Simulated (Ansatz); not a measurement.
# Na: the cost of one run

Computed with Ansatz 0.2.0 (DFT r2SCAN, scalar-relativistic, plane waves, PAW, unless a step's input says otherwise).

### Step 1. The starting structure

It takes space group P6_3/mmc (No. 194, hexagonal). Conventional cell: a = 3.767 Å, b = 3.767 Å, c = 6.154 Å, α = 90.00°, β = 90.00°, γ = 120.00°. Na (site symmetry -6m2) is surrounded by 12 Na at 3.77 Å.

As a file:

```cif
data_structure
_symmetry_space_group_name_H-M 'P 1'
_symmetry_Int_Tables_number 1
_cell_length_a 3.7670
_cell_length_b 3.7670
_cell_length_c 6.1540
_cell_angle_alpha 90.000
_cell_angle_beta 90.000
_cell_angle_gamma 120.000
_cell_volume 75.63
loop_
_atom_site_label
_atom_site_type_symbol
_atom_site_fract_x
_atom_site_fract_y
_atom_site_fract_z
_atom_site_occupancy
Na1 Na 0.33333 0.66667 0.25000 1
Na2 Na 0.66667 0.33333 0.75000 1
```

The structure comes from the Crystallography Open Database.

### Step 2. Quick check of gap, pressure and forces

Contents of input.yaml:

```yaml
crystal:
  lattice:
    - [3.7670009976, 0.0, 0.0]
    - [-1.8835004988, 3.26231856, 0.0]
    - [0.0, 0.0, 6.154]
  atoms:
    - { symbol: Na, position: [0.3333333333, 0.6666666667, 0.25] }
    - { symbol: Na, position: [0.6666666667, 0.3333333333, 0.75] }
basis:
  ecutwfc: 500
kpoints:
  mp_grid: { grid: [6, 6, 4] }
hamiltonian:
  xc: r2scan
scf:
  occupations: { method: gaussian, width: 0.1 }
output:
  forces: true
  stress: true
  eigenvalues: true
```

Command:

```sh
ansatz run input.yaml --threads 1 --pin off --max-ram 2560MiB --backend cpu --events-out ev --progress --plain --runs-dir out
```

**Question.** How long does this run take on 1 thread of Arm Neoverse V2, shared host, and how much memory does it need?

About 3 s, with a peak of 0.44 GiB.
